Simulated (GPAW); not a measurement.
Ge3Pd:

```
Pd Ge
1.0
     4.14202    0.00000    0.00000
     0.00000    4.14202    0.00000
     0.00000    0.00000    4.14202
Pd Ge
1 3
Direct
  0.00000 0.00000 0.00000
  0.50000 0.50000 0.00000
  0.50000 0.00000 0.50000
  0.00000 0.50000 0.50000
```

The cell comes from a database or a generator and needn't be the stable form of this composition.

- Program: GPAW 26.7.0
- Task: relaxation of cell and atoms
- Functional: PBEsol
- Dispersion: D3
- Potentials or basis: PAW data sets generated in the run's folder for this functional
- Cutoff: 600 eV
- Basis: pw
- k mesh: 7 × 7 × 7
- Occupations: fermi-dirac, width 0.05 eV
- Spin: no spin polarisation

At the start: pressure -6.9 GPa; volume 17.77 Å³/atom.

Task: Where does the relaxation end?

Result: Over 4 steps the energy falls by 30.8 meV/atom and the volume is 16.47 Å³/atom (-7.3 %); space group Pm-3m (No. 221, to 0.05 Å).

Step by step:
```csv
step,energy change (eV),largest force (eV/Å),pressure (GPa),volume (Å³)
1,0.0000,0.0000,-6.91,71.06
2,-0.0241,0.0000,-6.30,70.48
3,-0.1212,0.0000,1.07,65.19
4,-0.1233,0.0000,-0.12,65.89
```

Final structure:
```
Pd Ge
1.0
     4.03891    0.00000    0.00000
     0.00000    4.03891    0.00000
     0.00000    0.00000    4.03891
Pd Ge
1 3
Direct
  0.00000 0.00000 0.00000
  0.50000 0.50000 0.00000
  0.50000 0.00000 0.50000
  0.00000 0.50000 0.50000
```

Caveat: later steps reuse the first step's grids; pairwise dispersion overbinds metals, which lowers pressure and volume.
